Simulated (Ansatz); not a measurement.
# Cu: the cost of one run

Computed with Ansatz 0.2.0 (DFT r2SCAN, scalar-relativistic, plane waves, PAW, unless a step's input says otherwise).

## Step 1: The starting structure

It takes space group P6_3/mmc (No. 194, hexagonal). The conventional cell has a = 2.529 Å, b = 2.529 Å, c = 8.264 Å, α = 90.00°, β = 90.00°, γ = 120.00°. Cu (site symmetry -3m) has 12 Cu at 2.53 Å as nearest neighbours. Cu (site symmetry -6m2) has 12 Cu at 2.53 Å as nearest neighbours.

Structure file:

```
CELL_PARAMETERS angstrom
2.52934 0.00000 0.00000
-1.26467 2.19047 0.00000
0.00000 0.00000 8.26394
ATOMIC_POSITIONS crystal
Cu 0.00000 0.00000 0.00000
Cu 0.33333 0.66667 0.25000
Cu 0.00000 0.00000 0.50000
Cu 0.66667 0.33333 0.75000
```

It goes back to an entry of the Materials Project, which need not be the stable form.

It is the result of an earlier relaxation at this level (volume 11.45 Å³/atom; gap on the mesh: none (metal)).

## Step 2: The undisturbed cell

Input file input.yaml:

```yaml
crystal:
  lattice:
    - [2.5293395074, 0.0, 0.0]
    - [-1.2646697537, 2.1904722682, 0.0]
    - [0.0, 0.0, 8.263939854]
  atoms:
    - { symbol: Cu, position: [0.0, 0.0, 0.0] }
    - { symbol: Cu, position: [0.3333333333, 0.6666666667, 0.25] }
    - { symbol: Cu, position: [0.0, 0.0, 0.5] }
    - { symbol: Cu, position: [0.6666666667, 0.3333333333, 0.75] }
basis:
  ecutwfc: 500
kpoints:
  mp_grid: { grid: [24, 24, 8] }
hamiltonian:
  xc: r2scan
scf:
  occupations: { method: gaussian, width: 0.15 }
output:
  forces: true
  stress: true
  eigenvalues: true
```

Launch:

```console
ansatz run input.yaml --threads 1 --pin off --max-ram 2560MiB --backend cpu --events-out ev --progress --plain --runs-dir out
```

**Question.** How long does this run take on 1 thread of AMD EPYC 9R45 (Zen 5), shared host, and how much memory does it need?

About 28 s, with a peak of 0.91 GiB.
